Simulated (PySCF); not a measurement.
**RuSH2: one geometry, several methods**

Aim: at the PBE0 minimum of triplet RuSH2, found before, compare methods on energies and levels.

The runs use PySCF 2.14.0; several methods, basis Ru def2-TZVP with ECP28, S def2-TZVP, H def2-TZVP, scalar-relativistic core potentials, no spin–orbit coupling, density fitting.

### 1 Starting geometry

4 atoms, charge 0, spin multiplicity 3.

Bond lengths: Ru1–S2 2.021 Å, Ru1–H3 1.607 Å, Ru1–H4 1.607 Å. Angles: S2–Ru1–H3 113.2°, S2–Ru1–H4 113.2°, H3–Ru1–H4 133.6°.

```xyz
4
charge 0 multiplicity 3
Ru    0.2330    0.4036    0.0000
S    -0.7775   -1.3465    0.0000
H     1.8285    0.2126    0.0000
H    -0.7300    1.6899    0.0000
```

### 2 PBE0

The steps are one call of a driver around PySCF; scf.py gives each level's set-up. Each SCF starts from the density of the minimum. The driver also runs the species with one electron less or more at the same geometry (cation multiplicity 2, anion multiplicity 2); their logs are not shown.

The input, scf.py:

```python
from pyscf import gto, scf, dft
mol = gto.M(atom='''
Ru     0.233047     0.403602     0.000000
S     -0.777488    -1.346490    -0.000000
H      1.828548     0.212580    -0.000000
H     -0.730002     1.689934     0.000000''',
    basis={'Ru': 'def2-TZVP', 'S': 'def2-TZVP', 'H': 'def2-TZVP'},
    ecp={'Ru': 'def2-TZVP'},
    charge=0, spin=2)
mf = dft.UKS(mol, xc='PBE0')
mf.grids.atom_grid = (99, 590)
aux = {'Ru': 'def2-universal-JKFIT', 'S': 'def2-universal-JKFIT', 'H': 'def2-universal-JKFIT'}
mf = mf.density_fit(auxbasis=aux)
mf.kernel()
```

### 3 HF

scf.py: that of step 2 with these lines changed.

```diff
@@ -10,2 +10 @@
-mf = dft.UKS(mol, xc='PBE0')
-mf.grids.atom_grid = (99, 590)
+mf = scf.UHF(mol)
```

### 4 MP2

scf.py: that of step 3 with these lines changed.

```diff
@@ -13,0 +14,2 @@
+from pyscf.mp import dfump2
+dfump2.DFUMP2(mf, frozen=5).kernel()  # the driver gives MP2 a fitting basis of its own (RI)
```

### 5 PBE

scf.py: that of step 4 with these lines changed.

```diff
@@ -10 +10,2 @@
-mf = scf.UHF(mol)
+mf = dft.UKS(mol, xc='PBE')
+mf.grids.atom_grid = (99, 590)
@@ -14,2 +14,0 @@
-from pyscf.mp import dfump2
-dfump2.DFUMP2(mf, frozen=5).kernel()  # the driver gives MP2 a fitting basis of its own (RI)
```

(Steps that only read results are left out.)

Before running it: what results should come out? Wanted: atomisation energy, range; vertical ionisation energy, range; vertical electron affinity, range; gap, range.

**Answer**, as computed:

```
                         quantity                         value
        atomisation energy, range  302 (HF) to 987 (PBE) kJ/mol
vertical ionisation energy, range    8.08 (HF) to 9.73 (MP2) eV
vertical electron affinity, range    1.01 (HF) to 1.65 (PBE) eV
                       gap, range    0.87 (PBE) to 8.89 (HF) eV
```

**Reading.** The atomisation energy spreads over 685 kJ/mol, from HF to PBE; without a CCSD(T) value for it there is no yardstick here. Spin contamination is strong in at least one of the open-shell species at HF, MP2. Without diffuse functions electron affinities tend to come out too low. Open d and f shells are described by one determinant, and the ground state may have another occupation or spin.
